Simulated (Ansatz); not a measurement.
# Mg32O31: the cost of one run

Program: Ansatz 0.2.0. Level of theory: DFT PBE+D3(BJ), plane waves, PAW, scalar-relativistic, no spin polarisation. These are calculated values, not measurements.

The COD cell was measured well above room temperature, so it is larger than a cold one.

## 1. The starting structure

The cell holds 63 atoms (Mg32O31): a = 8.822 Å, b = 8.822 Å, c = 8.822 Å, α = 90.00°, β = 90.00°, γ = 90.00°.

The coordinates stand in the first input below.

## 2. End point A

Contents of input.yaml:

```yaml
crystal:
  lattice:
    - [8.8224, 0.0, 0.0]
    - [0.0, 8.8224, 0.0]
    - [0.0, 0.0, 8.8224]
  atoms:
    - { symbol: Mg, position: [0.495602, -0.002097, -0.0054827] }
    - { symbol: O, position: [0.7476551, 0.2527699, 0.2520093] }
    - { symbol: Mg, position: [0.7549086, 0.2496346, -0.003417] }
    - { symbol: O, position: [-0.0025173, 0.4979664, 0.2507932] }
    - { symbol: Mg, position: [0.7483492, -0.0015706, 0.2488421] }
    - { symbol: O, position: [0.0008888, 0.2529831, 0.4979967] }
    - { symbol: Mg, position: [-0.0028789, 0.0012359, -0.0006704] }
    - { symbol: O, position: [0.2416844, 0.2504798, 0.2476888] }
    - { symbol: Mg, position: [0.248995, 0.2468146, 0.0065001] }
    - { symbol: O, position: [0.4949955, 0.4958543, 0.2521976] }
    - { symbol: Mg, position: [0.5004489, 0.4943172, -0.0043298] }
    - { symbol: O, position: [0.7524583, 0.7523349, 0.2551234] }
    - { symbol: Mg, position: [0.7542558, 0.7462837, -0.0001107] }
    - { symbol: O, position: [-0.0008795, -0.0044077, 0.2475377] }
    - { symbol: Mg, position: [0.2489487, 0.0037545, 0.2460811] }
    - { symbol: O, position: [0.5016109, 0.2504629, 0.5052408] }
    - { symbol: Mg, position: [0.5049537, 0.2508985, 0.2488998] }
    - { symbol: O, position: [0.751434, 0.498565, 0.4985939] }
    - { symbol: Mg, position: [0.7516405, 0.5021053, 0.2515345] }
    - { symbol: Mg, position: [0.5020438, -0.0035679, 0.4980508] }
    - { symbol: O, position: [0.7507894, 0.2466394, 0.7486765] }
    - { symbol: Mg, position: [0.7473222, 0.2493165, 0.4985715] }
    - { symbol: O, position: [-0.0014526, 0.5021091, 0.7481432] }
    - { symbol: Mg, position: [0.7507636, -0.0019147, 0.7529533] }
    - { symbol: O, position: [-0.0014566, 0.2498911, 0.0020158] }
    - { symbol: Mg, position: [-0.0084039, 0.4966812, -0.001444] }
    - { symbol: O, position: [0.2489918, 0.7509615, 0.2441487] }
    - { symbol: Mg, position: [0.2460143, 0.7465619, 0.0032065] }
    - { symbol: O, position: [0.5032127, -5.53e-05, 0.2525093] }
    - { symbol: Mg, position: [-0.0027049, 0.2498044, 0.2502861] }
    - { symbol: O, position: [0.2460394, 0.4998314, 0.4954336] }
    - { symbol: Mg, position: [0.2475225, 0.4967717, 0.2458089] }
    - { symbol: O, position: [0.500888, 0.7460326, 0.4959683] }
    - { symbol: Mg, position: [0.4923791, 0.7536164, 0.2509632] }
    - { symbol: O, position: [0.7511474, 0.00677, 0.5062964] }
    - { symbol: Mg, position: [-0.0034286, -0.000357, 0.5035875] }
    - { symbol: O, position: [0.2509582, 0.2474507, 0.7512186] }
    - { symbol: Mg, position: [0.2434395, 0.2518939, 0.4979984] }
    - { symbol: O, position: [0.4974899, 0.5035433, 0.7571696] }
    - { symbol: Mg, position: [0.502796, 0.4954164, 0.500369] }
    - { symbol: O, position: [0.7440731, 0.745436, 0.7467539] }
    - { symbol: Mg, position: [0.7501853, 0.7455596, 0.4966394] }
    - { symbol: O, position: [-0.004568, 0.0043936, 0.7511892] }
    - { symbol: Mg, position: [0.2532142, -0.0050325, 0.7512653] }
    - { symbol: O, position: [0.5014226, 0.248277, -0.0030212] }
    - { symbol: Mg, position: [0.4991743, 0.2474262, 0.7496045] }
    - { symbol: O, position: [0.7490412, 0.5021674, 0.0049273] }
    - { symbol: Mg, position: [0.7508515, 0.5038517, 0.7486199] }
    - { symbol: O, position: [0.0042191, 0.7565034, -0.0038451] }
    - { symbol: Mg, position: [0.0004834, 0.7496105, 0.2522169] }
    - { symbol: O, position: [0.2510406, 0.00293, 0.5022518] }
    - { symbol: Mg, position: [-0.0012078, 0.5009027, 0.5049909] }
    - { symbol: O, position: [0.2540781, 0.7497037, 0.7486876] }
    - { symbol: Mg, position: [0.2450042, 0.7527799, 0.5003597] }
    - { symbol: O, position: [0.500619, -0.0021801, 0.749104] }
    - { symbol: Mg, position: [-0.0013723, 0.2468243, 0.750314] }
    - { symbol: O, position: [0.2483067, 0.4993907, -0.0035941] }
    - { symbol: Mg, position: [0.2520274, 0.5004362, 0.7474331] }
    - { symbol: O, position: [0.50293, 0.7526687, 0.0001737] }
    - { symbol: Mg, position: [0.5016625, 0.7487819, 0.7520194] }
    - { symbol: O, position: [0.7512658, 0.0001654, 0.0025847] }
    - { symbol: Mg, position: [-0.001721, 0.7480769, 0.7503884] }
    - { symbol: O, position: [0.2541347, -0.0018033, -0.0028172] }
basis:
  ecutwfc: 420.0
kpoints:
  mp_grid: { grid: [1, 1, 1] }
hamiltonian:
  xc: pbe
  dispersion: d3bj
  pseudopotentials: { kind: paw, azcp: { folder: soft_1 } }
scf:
  occupations: { method: gaussian, width: 0.05 }
  lower_state_search: "off"
relax:
  f_tol: 0.03
  max_steps: 60
  adjacent_minimum: "off"
```

The run is started by

```console
> ansatz run input.yaml --threads 4 --pin off --max-ram 10240MiB --backend cpu --events-out ev --progress --plain --runs-dir out
```

Q: Estimate wall time and peak memory on 4 threads of Arm Neoverse V1, shared host.

About 15 s, with a peak of 0.81 GiB.
